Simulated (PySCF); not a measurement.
# BH7P2Si: the cost of one run

Programs: PySCF 2.14.0, with density-fitted response routines of our own. Each step states its level of theory. These are calculated values for one molecule in the gas phase, unless marked as measured. Atoms are numbered from 0 throughout.

**1. The starting structure**

11 atoms, charge 0, multiplicity 1; geometry from: GFN2-xTB.

Bonds of the start (Å): Si0–P1 2.23, P1–B2 1.84, B2–P3 1.87, Si0–H4 1.46, Si0–H5 1.46, Si0–H6 1.47, P1–H7 1.38, B2–H8 1.17, P3–H9 1.38, P3–H10 1.38.

**2. Geometry optimisation at PBE0-D3(BJ)/def2-SVP**

Job settings and geometry (Å):

```
{"job": {"xc": "PBE0", "basis": "def2-SVP", "d3": "d3bj", "grid": 1, "kind": "geom"}, "charge": 0, "multiplicity": 1}
Si    -2.187673    -0.117207     0.475633
P     -0.347012    -0.225493    -0.775873
B      1.004135    -0.530983     0.441276
P      2.414070     0.675679     0.705788
H     -3.209033     0.443038    -0.408131
H     -2.492179    -1.493936     0.861143
H     -2.053568     0.719057     1.673261
H     -0.167662     1.115820    -1.059682
H      0.947817    -1.500247     1.098727
H      2.612100     1.113262    -0.589617
H      3.484430    -0.196319     0.711193
```

The run is started by

```bash
OMP_NUM_THREADS=1 python probes_run.py task.json out
```

One launch serves the whole session: the jobs run in the order shown.

Q: Estimate the wall time and peak memory of this first job on 1 thread of Arm Neoverse N1, shared host.

About 47 s, with a peak of 0.42 GiB.
